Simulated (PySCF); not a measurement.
**A gas-phase reaction: FGeH3 + H2Si → FGeH5Si**

Aim: the reaction energy of `[F][GeH3]` + `[SiH2]` → `[F][GeH2][SiH3]`.

Computed with PySCF 2.14.0; each step states its level. No surroundings beyond the atoms listed, unless a continuum is named. Atoms count from 0, parts from 1.

### 1 The system as given

Each species was relaxed by itself at PBE0-D3(BJ)/def2-SVPD.

### 2 Energies of the species: wB97M-D3(BJ)/def2-TZVPD

What the job is given:

```
{"job": {"kind": "react", "xc": "wB97M-D3(BJ)", "basis": "def2-TZVPD"}, "charge": 0, "multiplicity": 1}
-1 FGeH3 charge 0 multiplicity 1
F      1.707650    -0.068790    -0.049850
Ge    -0.052420    -0.000950    -0.019730
H     -0.525730    -0.929890    -1.143740
H     -0.419960     1.466920    -0.266470
H     -0.467140    -0.491760     1.372270

-1 H2Si charge 0 multiplicity 1
Si    -0.008840     0.708090     0.001060
H     -1.107310    -0.361380     0.023540
H      1.084890    -0.366340     0.017370

+1 FGeH5Si charge 0 multiplicity 1
F      1.899490     0.172800     1.395180
Ge     1.172960     0.072280    -0.216740
Si    -1.187860    -0.027390     0.116720
H      1.661750     1.333210    -0.951990
H      1.784310    -1.191650    -0.847540
H     -1.634750     1.175220     0.876430
H     -1.850840    -0.050120    -1.222030
H     -1.534920    -1.268220     0.867270
```

Level: wB97M-D3(BJ)/def2-TZVPD reaction energy of separated species, gas phase.

Launch:

```bash
> OMP_NUM_THREADS=1 python cluster_run.py task.json out
```

The driver reads the jobs from task.json and runs them one after another.

**Question.** The jobs that follow are: PBE0-D3(BJ)/def2-TZVPD reaction energy of separated species, gas phase; MP2/def2-TZVPD reaction energy of separated species, gas phase. Predict: reaction energy (wB97M-D3(BJ)/def2-TZVPD); ΔH, ΔG at 298 K (xTB thermal terms). Thermal terms come from harmonic xTB runs on each species.

The runs gave:

```
                                                quantity                      value
               reaction energy (wB97M-D3(BJ)/def2-TZVPD)            -57.15 kcal/mol
                     ΔH, ΔG at 298 K (xTB thermal terms)      -54.9, -45.8 kcal/mol
range of the reaction energy over the runs of this table  -63.88 to -57.15 kcal/mol
```

The reaction is exothermic by 54.9 kcal/mol in the gas phase; dispersion gives -1.37, and xTB itself gave -59.81 for the electronic energy (xTB energies and thermal terms come from the earlier relaxation of each species, not shown). No barrier was sought. The reaction energy runs from -63.88 (PBE0-D3(BJ)/def2-TZVPD) to -57.15 kcal/mol (wB97M-D3(BJ)/def2-TZVPD).
